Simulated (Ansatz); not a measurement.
# CH5FOSi2: up Jacob's ladder to CCSD(T)

How much do the methods differ for CH5FOSi2? The plan is to run it at one geometry with functionals of several rungs and with coupled cluster. The yardstick is the atomisation energy at the CCSD(T) limit.

Computed with Ansatz 0.2.0, Gaussian basis. Level: functionals in def2-TZVPP, the program's frozen cores in correlated methods.

The runs, in order: LDA (SPW92), PBE-D4, revPBE-D4, BLYP-D4, r2SCAN-D4, B97M-V, PBE0-D4, B3LYP-D4, r2SCANh-D4, r2SCAN0-D4, HSE06-D4, BHLYP-D4, CAM-B3LYP-D4, LC-ωPBE, ωB97X-V, ωB97M-V, B2PLYP, PBE-QIDH; CCSD(T)/def2-SVP; CCSD(T)/def2-TZVPP; MP2/def2-QZVPP; extrapolation to the limit; RPA on PBE.

## (1) Structure used throughout

The geometry comes from an earlier relaxation with PBE0-D4 in a triple-zeta def2 set; it is a stationary point, not always the lowest conformer.

SMILES `OC1(F)[SiH2][SiH2]1`, 10 atoms, charge 0, spin multiplicity 1.

Atoms are counted from 1 here; the program's logs count them from 0.

Bond lengths: O1–C2 1.374 Å, O1–H6 0.964 Å, C2–F3 1.384 Å, C2–Si4 1.922 Å, C2–Si5 1.936 Å, Si4–Si5 2.281 Å, Si4–H7 1.481 Å, Si4–H8 1.481 Å, Si5–H9 1.484 Å, Si5–H10 1.483 Å. Angles: C2–O1–H6 109.3°, O1–C2–F3 111.7°, O1–C2–Si4 115.0°, O1–C2–Si5 119.1°, F3–C2–Si4 116.9°, F3–C2–Si5 116.6°, Si4–C2–Si5 72.5°, C2–Si4–Si5 54.0°, C2–Si4–H7 115.1°, C2–Si4–H8 117.2°, Si5–Si4–H7 118.0°, Si5–Si4–H8 123.3°, H7–Si4–H8 114.8°, C2–Si5–Si4 53.5°, C2–Si5–H9 114.9°, C2–Si5–H10 117.4°, Si4–Si5–H9 122.3°, Si4–Si5–H10 120.3° and more.

Geometry (Å):

```csv
atom,x (Å),y (Å),z (Å)
O1,-1.69675,0.68014,0.15934
C2,-0.49350,0.39167,-0.43699
F3,-0.39762,0.95934,-1.69566
Si4,0.08525,-1.43218,-0.25827
Si5,1.11566,0.39409,0.63999
H6,-1.68360,1.59005,0.47833
H7,0.66874,-2.02809,-1.48253
H8,-0.78272,-2.34371,0.52274
H9,0.91928,0.79949,2.05397
H10,2.34846,0.93821,0.02188
```

## (2) LDA

This LDA is Slater exchange with PW92 correlation.

in.yaml reads:

```yaml
crystal:
  periodic: [false, false, false]
  atoms:
    - {symbol: O, position_ang: [-1.696753, 0.680137, 0.159339]}
    - {symbol: C, position_ang: [-0.493495, 0.391668, -0.436994]}
    - {symbol: F, position_ang: [-0.397616, 0.959338, -1.695656]}
    - {symbol: Si, position_ang: [0.085247, -1.432179, -0.258267]}
    - {symbol: Si, position_ang: [1.115659, 0.394086, 0.639988]}
    - {symbol: H, position_ang: [-1.683604, 1.590052, 0.478327]}
    - {symbol: H, position_ang: [0.668742, -2.028088, -1.482526]}
    - {symbol: H, position_ang: [-0.782721, -2.343709, 0.522737]}
    - {symbol: H, position_ang: [0.919280, 0.799487, 2.053971]}
    - {symbol: H, position_ang: [2.348459, 0.938206, 0.021881]}
basis:
  gaussian: {orbitals: def2-TZVPP}
hamiltonian: {xc: lda}
output: {orbitals: {seedname: orbitals}}
```

On the command line:

```console
> ansatz run in.yaml --threads 4 --pin off --events-out ev --progress --plain --max-ram 10444MiB
```

Further steps of the session: PBE-D4 (GGA); revPBE-D4 (GGA); BLYP-D4 (GGA); r2SCAN-D4 (meta-GGA); B97M-V (meta-GGA); PBE0-D4 (hybrid); B3LYP-D4 (hybrid); r2SCANh-D4 (hybrid); r2SCAN0-D4 (hybrid); HSE06-D4 (hybrid); BHLYP-D4 (hybrid); CAM-B3LYP-D4 (range-separated); LC-ωPBE (range-separated); ωB97X-V (range-separated); ωB97M-V (range-separated); B2PLYP (double hybrid); PBE-QIDH (double hybrid); CCSD(T) in def2-SVP; CCSD(T) in def2-TZVPP; MP2 in def2-QZVPP; RPA on PBE orbitals.

**Question.** What will the summary of the whole plan be? Wanted: atomisation energy, CCSD(T)/CBS; farthest beyond LDA; mean size of error, GGA; mean size of error, meta-GGA; mean size of error, hybrid; mean size of error, range-separated; mean size of error, double hybrid; gap, smallest and largest; T1 diagnostic.

The runs gave:

```
                               quantity                                                                                                value
        atomisation energy, CCSD(T)/CBS                                                                                            33.942 eV
    functionals within 0.170 eV (0.5 %)  revPBE-D4, BLYP-D4, B97M-V, PBE0-D4, B3LYP-D4, r2SCANh-D4, HSE06-D4, CAM-B3LYP-D4, LC-ωPBE, ωB97M-V
                    farthest beyond LDA                                                                                 BHLYP-D4 (-1.403 eV)
                mean size of error, GGA                                                                                             0.331 eV
           mean size of error, meta-GGA                                                                                             0.172 eV
             mean size of error, hybrid                                                                                             0.403 eV
    mean size of error, range-separated                                                                                             0.140 eV
      mean size of error, double hybrid                                                                                             0.529 eV
              gap, smallest and largest                                                            4.20 eV (LDA (SPW92)), 11.00 eV (LC-ωPBE)
                          T1 diagnostic                                                                                               0.0146
triples share of the correlation energy                                                                                                3.8 %
```

The LDA atomisation energy is off by 5.800 eV (17 %): it overbinds. PBE-D4 is off by +0.789 eV. Double hybrids carry the basis error of their MP2 part in triple zeta, and no dispersion term here, so their miss is partly the set-up's. Taken by rung, range-separated functionals do best (0.140 eV on average) and double hybrid ones worst beyond LDA (0.529 eV). The gap between the best rungs is small, so their order is not settled. The reference freezes the cores and leaves out relativity and excitations past (T), so misses under about 0.170 eV can't be ranked. Hartree-Fock recovers 68 % of the binding; the rest is correlation. CCSD(T) in def2-SVP is off by -2.507 eV, which most functionals beat. Orbital gaps span 4.2 to 11.0 eV; exact exchange widens them.
